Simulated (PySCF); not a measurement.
# TiHCl: triplet, from a linear start

Where does triplet TiHCl go from a linear start, is the end point a minimum, and what are its modes, charges and moments?

Method: PBE0, basis Ti def2-TZVP, H def2-TZVP, Cl def2-TZVP, no relativity, density fitting; program: PySCF 2.14.0.

### 1 The starting structure

3 atoms, charge 0, spin multiplicity 3.

Bond lengths: Ti1–H2 1.680 Å, Ti1–Cl3 2.350 Å. Angles: H2–Ti1–Cl3 180.0°.

Z-matrix (Å, degrees; charge 0 multiplicity 3):
```
Ti
H  1 1.6800
Cl 1 2.3500 2 180.00
```

### 2 The SCF at the typed geometry

The steps below are one call of a driver around PySCF. For each, scf.py gives the equivalent set-up of the SCF; relaxations use the driver's own optimiser. After this first run the driver tries any further starts and a stability analysis.

Input file scf.py:

```python
from pyscf import gto, scf, dft
mol = gto.M(atom='''
Ti     0.000000     0.000000     0.000000
H      0.000000     0.000000    -1.680000
Cl     0.000000     0.000000     2.350000''',
    basis={'Ti': 'def2-TZVP', 'H': 'def2-TZVP', 'Cl': 'def2-TZVP'},
    charge=0, spin=2)
mf = dft.UKS(mol, xc='PBE0')
mf.grids.atom_grid = (50, 194)
aux = {'Ti': 'def2-universal-JKFIT', 'H': 'def2-universal-JKFIT', 'Cl': 'def2-universal-JKFIT'}
mf = mf.density_fit(auxbasis=aux)
mf.conv_tol = 1e-08
mf.diis_space = 10
mf.max_cycle = 60
mf.init_guess = 'minao'
mf.verbose = 4
mf.kernel()
```

Run with:

```
OMP_NUM_THREADS=2 python axn.py task.json out
```

What it wrote:

```text
init E= -1309.61769217663
[... the frontier-level lines of each cycle are left out ...]
cycle= 1 E= -1309.79849884056  delta_E= -0.181  |g|= 0.326  |ddm|= 1.26
cycle= 2 E= -1307.02095308037  delta_E= 2.78  |g|= 2.52  |ddm|=  1.5
cycle= 3 E= -1309.86619534324  delta_E= -2.85  |g|= 0.123  |ddm|= 1.29
cycle= 4 E= -1309.87613698853  delta_E= -0.00994  |g|= 0.0473  |ddm|= 0.157
cycle= 5 E= -1309.88074188737  delta_E= -0.0046  |g|= 0.0316  |ddm|= 0.111
cycle= 6 E= -1309.88576000162  delta_E= -0.00502  |g|= 0.0318  |ddm|= 0.13
cycle= 7 E= -1309.88890705075  delta_E= -0.00315  |g|= 0.0315  |ddm|= 0.0888
cycle= 8 E= -1309.89485399485  delta_E= -0.00595  |g|= 0.0248  |ddm|= 0.198
cycle= 9 E= -1309.89730663466  delta_E= -0.00245  |g|= 0.0201  |ddm|= 0.125
cycle= 10 E= -1309.89916438137  delta_E= -0.00186  |g|= 0.00479  |ddm|= 0.187
cycle= 11 E= -1309.89920486174  delta_E= -4.05e-05  |g|= 0.00213  |ddm|= 0.0179
cycle= 12 E= -1309.8992109405  delta_E= -6.08e-06  |g|= 0.00308  |ddm|= 0.0108
cycle= 13 E= -1309.89921192559  delta_E= -9.85e-07  |g|= 0.00259  |ddm|= 0.00103
cycle= 14 E= -1309.89921309045  delta_E= -1.16e-06  |g|= 0.00157  |ddm|= 0.00214
cycle= 15 E= -1309.89921643229  delta_E= -3.34e-06  |g|= 0.000526  |ddm|= 0.00607
cycle= 16 E= -1309.89921676627  delta_E= -3.34e-07  |g|= 0.000166  |ddm|= 0.00189
cycle= 17 E= -1309.89921680469  delta_E= -3.84e-08  |g|= 3.06e-05  |ddm|= 0.000597
cycle= 18 E= -1309.89921681385  delta_E= -9.15e-09  |g|= 2.86e-05  |ddm|= 0.000185
Extra cycle  E= -1309.89921682129  delta_E= -7.44e-09  |g|= 2.82e-05  |ddm|= 0.000122
converged SCF energy = -1309.89921682129  <S^2> = 2.0046977  2S+1 = 3.0031301
```

This step, with its further starts and checks, needed 9.3 s of wall time on 2 threads of Arm Neoverse V2, shared host.

Energies from each starting density:

```csv
start,energy (Eh)
the minimal-basis guess,-1309.899217
a thermally smeared density,-1309.891590
a smeared PBE density,-1309.907089
```

The first run landed in a state that is too high. Following the other starts and the instabilities gains 20.7 kJ/mol (-1309.90709 Eh), and the work goes on from there.

### 3 Relaxing the triplet from the linear start

The program finds C∞v symmetry in the start, which this walk keeps.

scf.py: that of step 2 with these lines changed.

```diff
@@ -3,3 +3,3 @@
-Ti     0.000000     0.000000     0.000000
-H      0.000000     0.000000    -1.680000
-Cl     0.000000     0.000000     2.350000''',
+Ti     0.000000    -0.000000    -0.958999
+H      0.000000    -0.000000    -2.638999
+Cl     0.000000     0.000000     1.391001''',
@@ -15 +14,0 @@
-mf.init_guess = 'minao'
```

The optimiser's trace:

```csv
step,energy (Eh),change (kJ/mol),largest symmetric gradient (Eh/bohr)
0,-1309.907089,0.00,0.04313
1,-1309.910012,-7.68,0.02507
2,-1309.911497,-11.57,0.00357
3,-1309.911572,-11.77,0.00187
4,-1309.911598,-11.84,0.00006
```

The walk took 5.9 s.

Positions (Å) and forces (eV/Å) along the way:

```
step 0
Ti   0.000   0.000  -0.959   0.000   0.000   2.218
H    0.000   0.000  -2.639   0.000   0.000  -1.309
Cl   0.000   0.000   1.391   0.000   0.000  -0.909
step 1
Ti   0.000   0.000  -0.929   0.000   0.000   1.289
H    0.000   0.000  -2.653   0.000   0.000  -0.795
Cl   0.000   0.000   1.374   0.000   0.000  -0.494
step 2
Ti   0.000   0.000  -0.887   0.000   0.000  -0.009
H    0.000   0.000  -2.674   0.000   0.000  -0.175
Cl   0.000   0.000   1.354   0.000   0.000   0.184
step 3
Ti   0.000   0.000  -0.887   0.000   0.000   0.016
H    0.000   0.000  -2.682   0.000   0.000  -0.096
Cl   0.000   0.000   1.362   0.000   0.000   0.080
step 4
Ti   0.000   0.000  -0.885   0.000   0.000   0.001
H    0.000   0.000  -2.690   0.000   0.000  -0.003
Cl   0.000   0.000   1.369   0.000   0.000   0.002
```

End point (C∞v, 4 steps, 11.8 kJ/mol gained): Ti–Cl 2.254 Å, Ti–H 1.805 Å; Cl–Ti–H 180.0°.

### 4 Hessian and properties

The point is checked on the finer grid, and tightened if its gradient asks for it. The Hessian and the dipole derivatives come from central differences of analytic gradients, with steps of 0.02 bohr.

scf.py: that of step 3 with these lines changed.

```diff
@@ -3,3 +3,3 @@
-Ti     0.000000    -0.000000    -0.958999
-H      0.000000    -0.000000    -2.638999
-Cl     0.000000     0.000000     1.391001''',
+Ti     0.000000    -0.000000    -0.917711
+H      0.000000    -0.000000    -2.722800
+Cl     0.000000     0.000000     1.336960''',
@@ -9 +9 @@
-mf.grids.atom_grid = (50, 194)
+mf.grids.atom_grid = (75, 302)
@@ -12 +12 @@
-mf.conv_tol = 1e-08
+mf.conv_tol = 1e-10
```

This SCF starts from the last density.

Log of the central SCF (cycles and frontier levels):

```text
init E= -1309.91161661217
[... the frontier-level lines of each cycle are left out ...]
cycle= 1 E= -1309.91161661215  delta_E= 2.09e-11  |g|= 8.2e-06  |ddm|= 1.04e-05
Extra cycle  E= -1309.91161661209  delta_E= 5.84e-11  |g|= 1.4e-05  |ddm|= 1.73e-05
converged SCF energy = -1309.91161661209  <S^2> = 2.0100382  2S+1 = 3.0066847
```

The whole step took 23 s.

Geometry: C∞v; Ti–Cl 2.255 Å, Ti–H 1.805 Å; Cl–Ti–H 180.0°.

Harmonic modes (main isotopes):

```tsv
symmetry	ω (cm⁻¹)	IR (km/mol)	type
π	314i	518	bend
σ+	410	82.2	stretch
σ+	1564	367	stretch
```

2 modes are imaginary, the largest at 314i cm⁻¹: a saddle point, not a minimum.

Properties at this point:

```yaml
Dipole_moment: 0.44 D
Highest_occupied_level: -6.37 eV
Lowest_empty_level: -2.96 eV
Rotational_constants: 0.1528 cm⁻¹
Zero-point_energy_real_modes: 11.8 kJ/mol
Principal_polarisabilities: 49.0, 49.0, 60.9 bohr³
Atomisation_energy_without_zero-point_energy: 709 kJ/mol
Principal_traceless_quadrupole_moments_about_the_centre_of_mass: -12.79, 6.40, 6.40 D Å
Spin_squared_⟨S²⟩: 2.010
```

Charges (e) and bond orders:

| atom | Mulliken | Löwdin | polar tensor | spin (Mulliken) | Mayer order to Ti1 |
| --- | --- | --- | --- | --- | --- |
| Ti1 | 0.66 | 0.25 | 1.24 | 2.11 | – |
| H2 | -0.22 | -0.24 | -0.52 | -0.06 | 0.93 |
| Cl3 | -0.44 | -0.01 | -0.72 | -0.05 | 1.03 |

Outer orbital energies (eV). α occupied: -42.59, -22.10, -10.55, -9.29, -9.29, -7.75, -7.61, -6.37; empty: -2.96, -2.64, -2.64, 0.03. β occupied: -40.88, -40.81, -40.81, -22.15, -10.28, -9.30, -9.30, -7.68; empty: -2.31, -2.07, -1.88, -1.88.

Mulliken populations on Ti1: s 6.75, p 12.36, d 2.23, f 0.01.

### 5 Downhill along the imaginary mode

The atoms are moved a little along the softest imaginary mode and relaxed again.

The program finds Cs symmetry in the start, which this walk keeps.

scf.py: that of step 4 with these lines changed.

```diff
@@ -3,3 +3,3 @@
-Ti     0.000000    -0.000000    -0.917711
-H      0.000000    -0.000000    -2.722800
-Cl     0.000000     0.000000     1.336960''',
+Ti    -0.004537    -0.000207    -0.917776
+H      0.119875     0.005474    -2.722865
+Cl     0.002766     0.000126     1.336894''',
@@ -9 +9 @@
-mf.grids.atom_grid = (75, 302)
+mf.grids.atom_grid = (50, 194)
@@ -12 +12 @@
-mf.conv_tol = 1e-10
+mf.conv_tol = 1e-08
```

Energy and gradient, step by step:

```csv
step,energy (Eh),change (kJ/mol),largest symmetric gradient (Eh/bohr)
0,-1309.911696,0.00,0.00142
1,-1309.911741,-0.12,0.00171
2,-1309.911802,-0.28,0.00204
3,-1309.911886,-0.50,0.00239
4,-1309.912001,-0.80,0.00278
5,-1309.912155,-1.20,0.00316
6,-1309.912355,-1.73,0.00352
7,-1309.912606,-2.39,0.00382
8,-1309.912906,-3.18,0.00401
9,-1309.913246,-4.07,0.00406
10,-1309.913613,-5.03,0.00398
11,-1309.913988,-6.02,0.00387
12,-1309.915387,-9.69,0.01287
13,-1309.916133,-11.65,0.00704
14,-1309.916573,-12.80,0.00659
15,-1309.917347,-14.83,0.00352
16,-1309.917430,-15.05,0.00191
17,-1309.917439,-15.08,0.00077
18,-1309.917440,-15.08,0.00011
```

The walk took 32 s.

It settles in Cs symmetry, 15.1 kJ/mol below the start, after 18 steps: Ti–Cl 2.233 Å, Ti–H 1.756 Å; Cl–Ti–H 130.2°.

### 6 Frequencies

The same treatment as at the point before.

scf.py: that of step 5 with these lines changed.

```diff
@@ -3,3 +3,3 @@
-Ti    -0.004537    -0.000207    -0.917776
-H      0.119875     0.005474    -2.722865
-Cl     0.002766     0.000126     1.336894''',
+Ti    -0.318553    -0.014546    -0.859557
+H      0.569977     0.026027    -2.373766
+Cl     0.420669     0.019209     1.247351''',
@@ -9 +9 @@
-mf.grids.atom_grid = (50, 194)
+mf.grids.atom_grid = (75, 302)
@@ -12 +12 @@
-mf.conv_tol = 1e-08
+mf.conv_tol = 1e-10
```

Log of the central SCF (cycles and frontier levels):

```text
init E= -1309.91738654788
[... the frontier-level lines of each cycle are left out ...]
cycle= 1 E= -1309.91738654794  delta_E= -5.93e-11  |g|= 3.66e-06  |ddm|= 1.26e-05
Extra cycle  E= -1309.91738654798  delta_E= -4.34e-11  |g|= 5.61e-06  |ddm|= 1.24e-05
converged SCF energy = -1309.91738654798  <S^2> = 2.0118719  2S+1 = 3.0079042
```

The whole step needed 49 s of wall time on 2 threads of Arm Neoverse V2, shared host.

Geometry: Cs; Ti–Cl 2.233 Å, Ti–H 1.756 Å; Cl–Ti–H 130.2°.

Harmonic modes (main isotopes):

| ω (cm⁻¹) | IR (km/mol) | μ (u) | type |
| --- | --- | --- | --- |
| 315 | 105 | 1.15 | bend |
| 429 | 149 | 11.20 | mixed |
| 1619 | 385 | 1.03 | stretch |

All wavenumbers are real: a minimum.

The SCF density has lower symmetry than the nuclear frame, so the modes carry no labels.

Constants and moments:

```yaml
Dipole_moment: 3.43 D
Highest_occupied_level: -6.01 eV
Lowest_empty_level: -2.35 eV
Rotational_constants: 9.822, 0.1602, 0.1577 cm⁻¹
Zero-point_energy: 14.1 kJ/mol
Principal_polarisabilities: 49.7, 53.3, 62.9 bohr³
Atomisation_energy_without_zero-point_energy: 724 kJ/mol
Principal_traceless_quadrupole_moments_about_the_centre_of_mass: -9.87, 3.40, 6.47 D Å
Entropy_at_298.15_K_and_1_bar_electronic_part_spin_only: 272.0 J/(mol K)
Heat_capacity_Cp_at_298.15_K: 46.2 J/(mol K)
Enthalpy_at_298.15_K_above_0_K: 11.72 kJ/mol
Rotational_symmetry_number: 1
Spin_squared_⟨S²⟩: 2.012
```

Populations by atom (charges in e):

```tsv
atom	Mulliken	Löwdin	polar tensor	spin (Mulliken)	Mayer order to Ti1
Ti1	0.66	0.19	1.13	2.12	–
H2	-0.21	-0.19	-0.47	-0.08	0.93
Cl3	-0.45	0.00	-0.66	-0.04	1.01
```

Outer orbital energies (eV). α occupied: -41.86, -21.84, -10.07, -9.10, -9.06, -7.90, -6.80, -6.01; empty: -2.35, -2.08, -2.05, -0.94. β occupied: -40.30, -40.02, -39.85, -21.88, -9.90, -9.05, -9.03, -7.84; empty: -1.86, -1.44, -1.31, -1.27.

Mulliken populations on Ti1: s 6.67, p 12.27, d 2.39, f 0.01.

### 7 The points found, side by side

| spin | group | bonds | imaginary modes (cm⁻¹) | ΔE (kJ/mol) | with zero-point energy |
| --- | --- | --- | --- | --- | --- |
| triplet | Cs (density of lower symmetry) | Ti–Cl 2.233 Å, Ti–H 1.756 Å | none | 0.0 | 0.0 |
| triplet | C∞v | Ti–Cl 2.255 Å, Ti–H 1.805 Å | 314i, 314i | 15.1 | – |

### 8 What came out

| quantity | value |
| --- | --- |
| minimum | triplet, Cs |
| geometry | Ti–Cl 2.233 Å, Ti–H 1.756 Å; Cl–Ti–H 130.2° |
| wavenumbers (cm⁻¹) | 315, 429, 1619 |
| dipole moment | 3.43 D |
| highest occupied, lowest empty level (either spin) | -6.01, -2.35 eV |
| polar-tensor charge of Ti1 | +1.13 e |
| zero-point energy | 14.1 kJ/mol |
| entropy at 298.15 K | 272.0 J/(mol K) |
| atomisation energy (no zero-point energy) | 724 kJ/mol |
| ⟨S²⟩ | 2.012 |

In words: The linear start (C∞v) ends in a minimum of Cs symmetry, after a stop at a second-order saddle point 15.1 kJ/mol higher, from which it was pushed off along an imaginary mode. The strongest infrared band lies at 1619 cm⁻¹ (stretch). Most of the spin sits on Ti1 (Mulliken spin 2.12, against 2 for the whole molecule). The first SCF alone would have been 21 kJ/mol too high. Only this shape and spin were tried, so other structures or states may lie lower. The SCF density has lower symmetry than the nuclear frame. Open d and f shells are described by one determinant, and the ground state may have another occupation or spin.

The search up to here took 2 min.
